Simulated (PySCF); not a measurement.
# C2H9BClN: the cost of one run

The runs use PySCF 2.14.0, with density-fitted response routines of our own; the level of theory stands in each step. All values are computed, except where a source is named. Atoms are numbered from 0 throughout.

### Step 1. Starting geometry

14 atoms, charge 0, multiplicity 1; geometry from: GFN2-xTB. The atoms were then displaced at random by about 0.01 Å, so the start is not that level's minimum.

Bonds of the start (Å): C0–C1 1.51, C1–B2 1.60, B2–N3 1.68, B2–Cl4 1.87, C0–H5 1.12, C0–H6 1.07, C0–H7 1.11, C1–H8 1.08, C1–H9 1.09, B2–H10 1.20, N3–H11 1.03, N3–H12 0.96, N3–H13 1.01.

### Step 2. Geometry optimisation at PBE0-D3(BJ)/def2-SVP

Job settings and geometry (Å):

```
{"job": {"xc": "PBE0", "basis": "def2-SVP", "d3": "d3bj", "grid": 1, "shake": 0.01, "kind": "geom"}, "charge": 0, "multiplicity": 1}
C     -1.555990     0.489290     0.380360
C     -0.778170    -0.290900    -0.654180
B      0.609080    -0.861650    -0.092200
N      1.597500     0.425170     0.327360
Cl     1.653860    -1.625660    -1.437850
H     -2.561280     0.780620    -0.018670
H     -1.708940    -0.071190     1.283080
H     -1.057280     1.449830     0.638290
H     -1.395470    -1.114550    -0.965280
H     -0.618720     0.336790    -1.525330
H      0.559380    -1.583040     0.863260
H      1.170260     0.929330     1.123210
H      2.466020     0.089590     0.547600
H      1.612600     1.031290    -0.477400
```

Started as:

```
$ OMP_NUM_THREADS=1 python probes_run.py task.json out
```

One launch serves the whole session: the jobs run in the order shown.

Q: Estimate the wall time and peak memory of this first job on 1 thread of Intel Xeon Platinum 8488C, shared host.

About 27 s, with a peak of 0.53 GiB.
